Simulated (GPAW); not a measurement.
# Al3Au (I4/mmm) in GPAW: equation of state with PBE

Aim: the equation of state of Al3Au with PBE.

All numbers are computed with GPAW 26.7.0; they aren't measurements. Logs are shortened: lines on timing, memory, paths and dates and some standing lists are left out, and cuts for length are marked. The log counts tension as positive stress, the text compression.

## 1. Starting point

Symmetry: I4/mmm, No. 139, tetragonal system. Conventional cell: a = 4.051 Å, b = 4.051 Å, c = 8.113 Å, α = 90.00°, β = 90.00°, γ = 90.00°. Au (site symmetry 4/mmm) has 12 Al at 2.86 to 2.87 Å as nearest neighbours. Al (site symmetry 4/mmm) has 4 Au at 2.86 Å and 8 Al at 2.87 Å as nearest neighbours. Al (site symmetry -4m2) has 8 Al at 2.86 to 2.87 Å and 4 Au at 2.87 Å as nearest neighbours.

The cell comes from a database or a generator and needn't be the stable form of this composition.

## 2. Equation of state, PBE

File run.py:

```python
from ase import Atoms
from ase.eos import EquationOfState
from ase.io import Trajectory
from ase.units import GPa
from gpaw import GPAW, PW

atoms = Atoms(['Au', 'Al', 'Al', 'Al'],
              cell=[[-2.025333, 2.025333, 4.0566],
                    [2.025333, -2.025333, 4.0566],
                    [2.025333, 2.025333, -4.0566]],
              scaled_positions=[[0.0, 0.0, 0.0],
                                [0.5, 0.5, 0.0],
                                [0.25, 0.75, 0.5],
                                [0.75, 0.25, 0.5]],
              pbc=True)

traj = Trajectory('eos.traj', 'w')
volumes, energies = [], []
for x in [0.94, 0.96, 0.98, 1.0, 1.02, 1.04, 1.06]:
    a = atoms.copy()
    a.set_cell(atoms.cell * x**(1 / 3), scale_atoms=True)
    calc = GPAW(mode=PW(600),
                xc='PBE',
                kpts={'size': (8, 8, 8), 'gamma': True},
                occupations={'name': 'fermi-dirac', 'width': 0.05},
                nbands=22,
                convergence={'density': 1e-05, 'energy': 1e-05},
                maxiter=150,
                txt=f'eos-{x:.2f}.txt')
    a.calc = calc
    energies.append(a.get_potential_energy(force_consistent=True))
    volumes.append(a.get_volume())
    p = -a.get_stress()[:3].mean() / GPa
    calc.write(f'eos-{x:.2f}.gpw')
    traj.write(a)
    print(f'{x:.2f} {volumes[-1]:10.4f} A^3 {energies[-1]:14.6f} eV {p:9.3f} GPa', flush=True)

v0, e0, B = EquationOfState(volumes, energies, eos='birchmurnaghan').fit()
print(f'V0 = {v0:.4f} A^3, E0 = {e0:.6f} eV, B0 = {B / GPa:.2f} GPa')
```

Potentials or basis: GPAW PAW data sets (gpaw-data 1.2.1), pw.

Started as:

```
OMP_NUM_THREADS=1 python run.py
```

The log of the run:

```text
__  _  _
 | _ |_)|_||  |
 |__||  | ||/\| - 26.7.0

Input parameters:
  mode=PW(ecut=600.0),
  convergence={'density': 1e-05, 'energy': 1e-05},
  kpts=MonkhorstPack(size=(8, 8, 8), gamma=True),
  maxiter=150,
  nbands=22,
  occupations=Occupations(name='fermi-dirac', width=0.05),
  xc=XC(name='PBE')

Diagonalizing LCAO Hamiltonian
Converting LCAO to pw mode

       Al
         Al

            Al

       Au

Atoms  # Å, Bohr magnetons
|   | symbol |        x |         y |        z |    initial magnetic moments |
|---|--------|----------|-----------|----------|-----------------------------|
| 0 |     Au | 0.000000 |  0.000000 | 0.000000 | ( 0.0000,  0.0000,  0.0000) |
| 1 |     Al | 0.000000 |  0.000000 | 4.001774 | ( 0.0000,  0.0000,  0.0000) |
| 2 |     Al | 1.997960 | -0.000000 | 2.000887 | ( 0.0000,  0.0000,  0.0000) |
| 3 |     Al | 0.000000 |  1.997960 | 2.000887 | ( 0.0000,  0.0000,  0.0000) |

Unit cell  # Å
| periodic |         x |         y |         z |  lengths |     angles |
|----------|-----------|-----------|-----------|----------|------------|
|      yes | -1.997960 |  1.997960 |  4.001774 | 4.898764 | 131.860323 |
|      yes |  1.997960 | -1.997960 |  4.001774 | 4.898764 | 131.860323 |
|      yes |  1.997960 |  1.997960 | -4.001774 | 4.898764 |  70.449722 |

Number of symmetries: 16
Symmetry operations  # r_c * U_cc + t_c -> r_c
|    | kind |            matrix            |
|----|------|------------------------------|
|  0 |  σ   |  1, 1, 1,  0, 0,-1,  0,-1, 0 |
|  1 |  C4  |  1, 1, 1,  0, 0,-1, -1, 0, 0 |
|  2 |  E   |  1, 0, 0,  0, 1, 0,  0, 0, 1 |
|  3 |  σ   |  1, 0, 0,  0, 1, 0, -1,-1,-1 |
|  4 |  σ   |  0, 1, 0,  1, 0, 0,  0, 0, 1 |
|  5 |  C2  |  0, 1, 0,  1, 0, 0, -1,-1,-1 |
|  6 |  C2  |  0, 0, 1, -1,-1,-1,  1, 0, 0 |
|  7 |  S4  |  0, 0, 1, -1,-1,-1,  0, 1, 0 |
|  8 |  C4  |  0, 0,-1,  1, 1, 1,  0,-1, 0 |
|  9 |  σ   |  0, 0,-1,  1, 1, 1, -1, 0, 0 |
| 10 |  σ   |  0,-1, 0, -1, 0, 0,  1, 1, 1 |
| 11 |  C2  |  0,-1, 0, -1, 0, 0,  0, 0,-1 |
| 12 |  C2  | -1, 0, 0,  0,-1, 0,  1, 1, 1 |
| 13 |  i   | -1, 0, 0,  0,-1, 0,  0, 0,-1 |
| 14 |  S4  | -1,-1,-1,  0, 0, 1,  1, 0, 0 |
| 15 |  C2  | -1,-1,-1,  0, 0, 1,  0, 1, 0 |

BZ-sampling:
  Number of BZ points: 512
  Number of IBZ points: 59

  Monkhorst-Pack size: [8, 8, 8]
  Monkhorst-Pack shift: [0.0625, 0.0625, 0.0625]

K-points  # in reciprocal-cell coordinates
|     |                                coordinates |     weight |
|-----|--------------------------------------------|------------|
|   0 | (  0.00000000,   0.00000000,   0.00000000) | 0.00195312 |
|   1 | (  0.12500000,  -0.12500000,   0.00000000) | 0.00781250 |
|   2 | (  0.12500000,  -0.12500000,   0.12500000) | 0.00781250 |
|   3 | (  0.12500000,   0.00000000,   0.00000000) | 0.01562500 |
|   4 | (  0.12500000,   0.12500000,  -0.12500000) | 0.00390625 |
|   5 | (  0.25000000,  -0.25000000,   0.00000000) | 0.00781250 |
|   6 | (  0.25000000,  -0.25000000,   0.12500000) | 0.01562500 |
|   7 | (  0.25000000,  -0.25000000,   0.25000000) | 0.00781250 |
|   8 | (  0.25000000,  -0.12500000,   0.00000000) | 0.03125000 |
|   9 | (  0.25000000,  -0.12500000,   0.12500000) | 0.01562500 |
| ... |                                            |            |
|  58 | (  0.50000000,   0.50000000,   0.50000000) | 0.00195312 |

Plane wave coefficients: 2168
Cutoff: 600.0 eV

Spin-components: 1 (collinear spins)
Bands:           22
Projectors:      21
Spin-degeneracy: 2
Datatype:        complex128

Parallelization:
  kpt:    1
  domain: 1
  band:   1

Density:
  Valence electrons: 20.0
  Components: 1
  Grid points: [28 28 28]
  Charge: 0.0  # |e|

Potential:
  Grid points: [28 28 28]

species:
  Au:
    name:    Gold
    Z:       79.0
    valence: 11
    core:    68
    charge:  0.0  # [|e|]
    compensation charges:
      type: gauss
      rc: 0.42  # [Å]
      lmax: 2
    cutoffs:
      filter: 2.33  # [Å]
      core: 2.81  # [Å]
    projectors
    | kind |    occ | energy [eV] | rcut [Å] |
    |------|--------|-------------|----------|
    |   6s |  1.000 |      -5.728 |    1.323 |
    |   6p |  0.000 |      -0.775 |    1.323 |
    |   5d | 10.000 |      -6.891 |    1.323 |
    |    s |        |      21.484 |    1.323 |
    |    p |        |      26.436 |    1.323 |
    |    d |        |      20.321 |    1.323 |

    Using partial waves for Au as LCAO basis

  Al:
    name:    Aluminium
    Z:       13.0
    valence: 3
    core:    10
    charge:  0.0  # [|e|]
    compensation charges:
      type: gauss
      rc: 0.34  # [Å]
      lmax: 2
    cutoffs:
      filter: 1.91  # [Å]
      core: 2.36  # [Å]
    projectors
    | kind |    occ | energy [eV] | rcut [Å] |
    |------|--------|-------------|----------|
    |   3s |  2.000 |      -7.753 |    1.085 |
    |   3p |  1.000 |      -2.712 |    1.085 |
    |    s |        |      19.459 |    1.085 |
    |    p |        |      24.499 |    1.085 |
    |    d |        |       0.000 |    1.085 |

    Using partial waves for Al as LCAO basis

Reference energy: -536408.540904  # eV

eigensolver:
  PPCG
  Converge bands: occupied
  niter=2

density mixing:
  MSR1-Mixer
  Pratt-step length: 0.05
  Maximum mixing coefficient: 0.75
  Old densities: 10
  SVD Regularization: 0.005
  Good broyden scale: 1.0
  Trust region scale: 1.0
  Backstep threshold: 4.0
  History deletion threshold: 6.0
  Fourier metric: weight=20.0, sigma=0.015

occupation numbers:
  Fermi-Dirac:
    width: 0.0500  # eV

poisson solver:
  ecut: 4800.0  # eV

xc functional:
  name: PBE with 2 nearest neighbor stencil

convergence criteria:
- Maximum integral of absolute [dens]ity change: 1e-05 electrons / valence electron
- Maximum [total energy] change in last 3 cyles: 1e-05 eV / valence electron
- Maximum integral of absolute [eigenst]ate change: 4e-08 eV^2 / valence electron
maximum number of iterations: 150

SCF iterations
|iter     | |      energy | eigst |  dens |
|---------|-|-------------|-------|-------|
|iter:   1| |  -16.708594 | +0.39 |       |
|iter:   2| |  -15.981431 | -2.00 | -0.81 |
|iter:   3| |  -14.865407 | -1.29 | -0.89 |
|iter:   4| |  -14.811116 | -2.82 | -1.30 |
|iter:   5| |  -14.797470 | -3.24 | -1.58 |
|iter:   6| |  -14.797227 | -4.68 | -2.52 |
|iter:   7| |  -14.797220 | -5.08 | -2.94 |
|iter:   8| |  -14.797221c| -6.94 | -3.93 |
|iter:   9| |  -14.797221c| -7.82c| -4.48 |
|iter:  10| |  -14.797221c| -8.10c| -4.86 |
|iter:  11| |  -14.797221c| -8.51c| -5.26c|

Converged in 11 steps
Energy contributions relative to reference atoms: (reference = -536408.540904)

Energy contributions:
  Kinetic:           1.719500
  Coulomb:           2.550302
  Zero:              0.198085
  External:          0.000000
  Xc:              -19.259038
  Entropy:          -0.012140
  Spinorbit:         0.000000
  ----------------------------
  Free energy:     -14.803291
  Extrapolated:    -14.797221

dipole moment: (-10.408145, -10.408145, -7.124947)  # |e|*Ang

Fermi level: 8.822
Eigenvalues  # (at kpt = [0.000, 0.000, 0.000])
| band index |      eig [eV] | occ [0-2] |
|------------|---------------|-----------|
|          0 |        -2.767 |     2.000 |
|          1 |         2.476 |     2.000 |
|          2 |         2.562 |     2.000 |
|          3 |         2.775 |     2.000 |
|          4 |         2.775 |     2.000 |
|          5 |         3.301 |     2.000 |
[... 9 lines left out ...]
|         15 |        12.335 |     0.000 |
|         16 |        15.309 |     0.000 |
|        ... |               |           |
|         21 |        22.564 |     0.000 |

No gap
No difference between direct/indirect transitions

Stress tensor  # eV/Ang^3
|         x |         y |         z |
|-----------|-----------|-----------|
| -0.029687 |  0.000000 |  0.000000 |
|  0.000000 | -0.029687 |  0.000000 |
|  0.000000 |  0.000000 | -0.036283 |

# Writing to eos-0.96.gpw (mode='')
```

It took 7.3 min on 1 thread of Arm Neoverse V2, shared host; peak memory 0.5 GiB.

What came out:

* Equilibrium volume: 16.76 Å³/atom
* Bulk modulus at fixed shape and positions: 95 GPa
* Pressure derivative of the bulk modulus: 4.9

Energy against volume, from the lowest point:
```csv
volume (Å³/atom),energy (meV/atom)
15.642,25.10
15.974,11.76
16.307,3.59
16.640,0.00
16.973,0.49
17.306,4.60
17.638,11.93
```

Caveat: with this Au data set, volumes or pressures lay over 1.5 % or 2 GPa off other programs in two to four cells of ten; the cell was scaled at fixed shape and fractional positions, which overstates the stiffness of a crystal with free parameters, most of all of layers and chains. The run has no spin-orbit coupling, so splittings on Au are missing.
